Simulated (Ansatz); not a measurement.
# CuTe: the cost of one run

Computed with Ansatz 0.2.0 (DFT PBEsol, scalar-relativistic, plane waves, PAW, unless a step's input says otherwise).

**1. Starting point**

Symmetry: F-43m, No. 216, cubic system. Conventional cell: a = 5.785 Å, b = 5.785 Å, c = 5.785 Å, α = 90.00°, β = 90.00°, γ = 90.00°. Cu (site symmetry -43m) has 4 Te at 2.50 Å as nearest neighbours. Around Te (site symmetry -43m) lie 4 Cu at 2.50 Å.

Coordinates:

```
CELL_PARAMETERS angstrom
0.00000 2.89230 2.89230
2.89230 0.00000 2.89230
2.89230 2.89230 0.00000
ATOMIC_POSITIONS crystal
Cu 0.00000 0.00000 0.00000
Te 0.25000 0.25000 0.25000
```

This cell comes from an earlier session at PBEsol: 24.195 Å³/atom at -0.01 GPa, on a 8×8×8 mesh.

Volume factors to run: 0.980, 1.020, 0.960, 1.040.

**2. At 0.980 of the relaxed volume**

File input.yaml:

```yaml
crystal:
  lattice:
    - [0.0, 2.8728920293, 2.8728920293]
    - [2.8728920293, 0.0, 2.8728920293]
    - [2.8728920293, 2.8728920293, 0.0]
  atoms:
    - { symbol: Cu, position: [0.0, 0.0, 0.0], spin: 0.05 }
    - { symbol: Te, position: [0.25, 0.25, 0.25] }
basis:
  ecutwfc: 420
  ecutrho_ratio: 4
kpoints:
  mp_grid: { grid: [8, 8, 8] }
hamiltonian:
  xc: pbesol
scf:
  occupations: { method: gaussian, width: 0.05 }
output:
  forces: true
  stress: true
  eigenvalues: true
  populations: true
magnetization:
  spin_polarized: true
```

**Question.** How long does this run take on 4 threads of an Arm CPU, shared host, and how much memory does it need?

About 4.8 s, with a peak of 0.39 GiB.
